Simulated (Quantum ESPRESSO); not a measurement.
Crystal: AlBN.

```
CELL_PARAMETERS angstrom
2.64562 0.00000 0.00000
0.00000 2.64562 0.00000
0.00000 0.00000 5.40264
ATOMIC_POSITIONS crystal
Al 0.50000 0.50000 0.00000
B 0.50000 0.50000 0.50000
N 0.00000 0.00000 0.00000
```

The cell was built by a generator and needn't be a form met in nature.

* Program: Quantum ESPRESSO 7.5
* Task: phonons
* Functional: AM05
* Potentials or basis: GBRV 1.5 PBE
* Cutoff: 612 eV
* Density cutoff: 4898 eV
* k mesh: 8 × 8 × 4, shifted
* Occupations: fermi-dirac, width 0.05 eV
* Spin: no spin polarisation
* Mixing beta: 0.5
* Most SCF iterations: 120
* SCF threshold: 6e-10 Ry

The cell and the atoms were relaxed first, to 12.28 Å³/atom (a = 2.635 Å, b = 2.635 Å, c = 5.307 Å, α = 90.00°, β = 90.00°, γ = 90.00°), and the response was taken there.

```
Al B N
1.0
     2.63502    0.00000    0.00000
     0.00000    2.63502    0.00000
     0.00000    0.00000    5.30702
Al B N
1 1 1
Cartesian
  1.3175 1.3175 0.0000
  1.3175 1.3175 2.6535
  0.0000 0.0000 0.0000
```

Task: Which optical modes does the crystal have at the zone centre, and which show in infrared and Raman spectra?

Result: The optical modes are 2Eu + 2A2u. Infrared active: 2Eu + 2A2u. None is Raman active.

Optical modes at Γ, degenerate ones joined:
| cm⁻¹ | components | symmetry | active in |
| --- | --- | --- | --- |
| 154i | 2 | Eu | IR |
| 218 | 1 | A2u | IR |
| 324 | 1 | A2u | IR |
| 786 | 2 | Eu | IR |

Caveat: the mesh is thin for the phonons of a metal; the potentials were made for another functional, which shifts forces and pressure; some modes are imaginary; the layers were relaxed without a dispersion term, so their spacing and the soft interlayer modes are unreliable; before the sum rule the acoustic modes lie tens of cm⁻¹ from zero, a sign that the density grid also shifts the optical modes.
